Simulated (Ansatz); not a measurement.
**CH3F3SeSi: a ladder of functionals and wavefunction methods**

One table from this session's results is given with a row withheld; the runs are named, their logs left out.

Computed with Ansatz 0.2.0, Gaussian basis. Level: functionals in def2-TZVPP, the program's frozen cores in correlated methods.

The runs, in order: LDA (SPW92), PBE-D4, revPBE-D4, BLYP-D4, r2SCAN-D4, B97M-V, PBE0-D4, B3LYP-D4, r2SCANh-D4, r2SCAN0-D4, HSE06-D4, BHLYP-D4, CAM-B3LYP-D4, LC-ωPBE, ωB97X-V, ωB97M-V, B2PLYP, PBE-QIDH; CCSD(T)/def2-SVP; CCSD(T)/def2-TZVPP; MP2/def2-QZVPP; extrapolation to the limit; RPA on PBE.

## Structure used throughout

The geometry comes from an earlier relaxation with PBE0-D4 in a triple-zeta def2 set; it is a stationary point, not always the lowest conformer.

SMILES `C[Se][Si](F)(F)F`, 9 atoms, charge 0, spin multiplicity 1.

Atoms are counted from 1 here; the program's logs count them from 0.

Bond lengths: C1–Se2 1.964 Å, C1–H7 1.088 Å, C1–H8 1.087 Å, C1–H9 1.087 Å, Se2–Si3 2.222 Å, Si3–F4 1.578 Å, Si3–F5 1.574 Å, Si3–F6 1.578 Å. Angles: Se2–C1–H7 105.5°, Se2–C1–H8 110.2°, Se2–C1–H9 110.2°, H7–C1–H8 109.8°, H7–C1–H9 109.8°, H8–C1–H9 111.2°, C1–Se2–Si3 95.3°, Se2–Si3–F4 112.8°, Se2–Si3–F5 109.3°, Se2–Si3–F6 112.8°, F4–Si3–F5 108.2°, F4–Si3–F6 105.3°, F5–Si3–F6 108.2°.

Set-up of the first run:

Contents of in.yaml:

```yaml
crystal:
  periodic: [false, false, false]
  atoms:
    - {symbol: C, position_ang: [-0.160042, -1.247482, 0.982487]}
    - {symbol: Se, position_ang: [1.402002, -0.434566, 0.112005]}
    - {symbol: Si, position_ang: [0.250514, 1.152784, -0.932244]}
    - {symbol: F, position_ang: [-0.842206, 0.572094, -1.911845]}
    - {symbol: F, position_ang: [1.238905, 2.045374, -1.771342]}
    - {symbol: F, position_ang: [-0.538496, 2.091037, 0.061814]}
    - {symbol: H, position_ang: [0.232097, -2.079007, 1.564246]}
    - {symbol: H, position_ang: [-0.856380, -1.617733, 0.234292]}
    - {symbol: H, position_ang: [-0.637894, -0.528801, 1.643486]}
basis:
  gaussian: {orbitals: def2-TZVPP}
hamiltonian: {xc: lda}
output: {orbitals: {seedname: orbitals}}
```

Launch:

```
$ ansatz run in.yaml --threads 4 --pin off --events-out ev --progress --plain --max-ram 11315MiB
```

Steps of the session up to this table: LDA; PBE-D4 (GGA); revPBE-D4 (GGA); BLYP-D4 (GGA); r2SCAN-D4 (meta-GGA); B97M-V (meta-GGA); PBE0-D4 (hybrid); B3LYP-D4 (hybrid); r2SCANh-D4 (hybrid); r2SCAN0-D4 (hybrid); HSE06-D4 (hybrid); BHLYP-D4 (hybrid); CAM-B3LYP-D4 (range-separated); LC-ωPBE (range-separated); ωB97X-V (range-separated); ωB97M-V (range-separated); B2PLYP (double hybrid); PBE-QIDH (double hybrid).

One table of the session follows, with a row left open; its other results are not shown here.

It belongs to the step «Frontier levels by functional». 

| functional | HOMO (eV) | gap (eV) |
| --- | --- | --- |
| LDA (SPW92) | -6.36 | 4.67 |
| PBE-D4 | ? | ? |
| revPBE-D4 | -6.14 | 4.78 |
| BLYP-D4 | -6.03 | 4.68 |
| r2SCAN-D4 | -6.48 | 5.29 |
| B97M-V | -6.56 | 5.34 |
| PBE0-D4 | -7.41 | 6.84 |
| B3LYP-D4 | -7.16 | 6.35 |
| r2SCANh-D4 | -6.92 | 6.05 |
| r2SCAN0-D4 | -7.58 | 7.19 |
| HSE06-D4 | -7.01 | 6.06 |
| BHLYP-D4 | -8.45 | 8.78 |
| CAM-B3LYP-D4 | -8.71 | 9.17 |
| LC-ωPBE | -10.08 | 11.78 |
| ωB97X-V | -9.72 | 11.27 |
| ωB97M-V | -9.58 | 10.90 |

Q: Estimate the row for PBE-D4 from the others.

As computed: HOMO (eV): -6.20; gap (eV): 4.74. In the column «HOMO (eV)» it lies between LDA (SPW92) (-6.36) and revPBE-D4 (-6.14).
